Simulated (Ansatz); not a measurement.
Run this with the Python package of Ansatz (0.2.0) and show what comes out.

Contents of `POSCAR_hc2`:
```text
HC2
1.0
   6.21196600   -1.23155400    0.00000000
   6.21196600    1.23155400    0.00000000
  -0.34437900    0.00000000    3.79840800
H C
2 4
Direct
   0.19337400    0.19337400    0.75075200
   0.80662600    0.80662600    0.24924800
   0.55658100    0.55658100    0.57345500
   0.44341900    0.44341900    0.42654500
   0.10887500    0.10887500    0.64149900
   0.89112500    0.89112500    0.35850100
```

The script, `run_edit.py`:
```python
# -*- coding: utf-8 -*-
"""Keys set on an Input object, for HC2."""

import warnings

import ansatz as az
from ase.io import read
import pandas as pd

K_LENGTH = 13
FUNCTIONAL = "pbesol"
DISPERSION = "D4"
OCCUPATIONS = "Fixed"
MIXING_BETA = 0.7

warnings.simplefilter("ignore", az.DeckWarning)

atoms = read("POSCAR_hc2", format="vasp")
structure = az.Crystal.from_ase(atoms)

base = (
    structure.calculation()
    .eigensolver("auto")
    .kpoints(length=K_LENGTH)
    .initial_density(normalization="atom")
    .pseudopotentials("nc")
    .functional(FUNCTIONAL, dispersion=DISPERSION)
    .occupations(OCCUPATIONS)
    .accuracy("medium")
    .mixing("anderson", beta=MIXING_BETA)
    .band_table()
)
typed = base.input()
rows = []
for value in [4, 6, 9]:
    edited = typed.set(az.key.basis.ecutrho_ratio, value)
    data = az.Session.from_dict(edited).plan().execute().report
    rows.append((value, data["free_energy_ev"], data["n_iterations"], len(data["eigenvalues_ev"][0]) if "eigenvalues_ev" in data else 0))
print(pd.DataFrame(rows, columns=["density ratio", "F eV", "iterations", "bands listed"]).round(4).to_string(index=False))
print(edited.to_yaml())
```

`python run_edit.py` gives:
```text
 density ratio      F eV  iterations  bands listed
             4 -684.8553           8            13
             6 -684.8553           8            13
             9 -684.8553           8            13
crystal:
  lattice:
    - [6.211966, -1.231554, 0.0]
    - [6.211966, 1.231554, 0.0]
    - [-0.344379, 0.0, 3.798408]
  atoms:
    - { symbol: H, position: [0.193374, 0.193374, 0.750752] }
    - { symbol: H, position: [0.806626, 0.806626, 0.249248] }
    - { symbol: C, position: [0.556581, 0.556581, 0.573455] }
    - { symbol: C, position: [0.44341899999999995, 0.443419, 0.426545] }
    - { symbol: C, position: [0.10887499999999999, 0.10887499999999999, 0.641499] }
    - { symbol: C, position: [0.8911250000000001, 0.8911250000000001, 0.358501] }
accuracy: medium
kpoints:
  mp_grid:
    grid: [5, 5, 3]
hamiltonian:
  xc: pbesol
  dispersion: d4
  pseudopotentials:
    kind: nc
scf:
  mixing:
    algorithm: anderson
    beta: 0.7
  occupations:
    method: fixed
  eigensolver:
    kind: auto
  initial_density:
    normalization: atom
output:
  eigenvalues: true
basis:
  ecutrho_ratio: 9
```

Notes:
- These settings explore the input space; cutoff and mesh may be short of convergence.
- Energy and stress may still move on a finer k-point mesh.
- The structure comes from a database of computed cells and needn't be a stable or known phase.
- Timing: 27 s on 1 thread of Arm Neoverse N1 (shared host), peak memory 0.62 GiB.
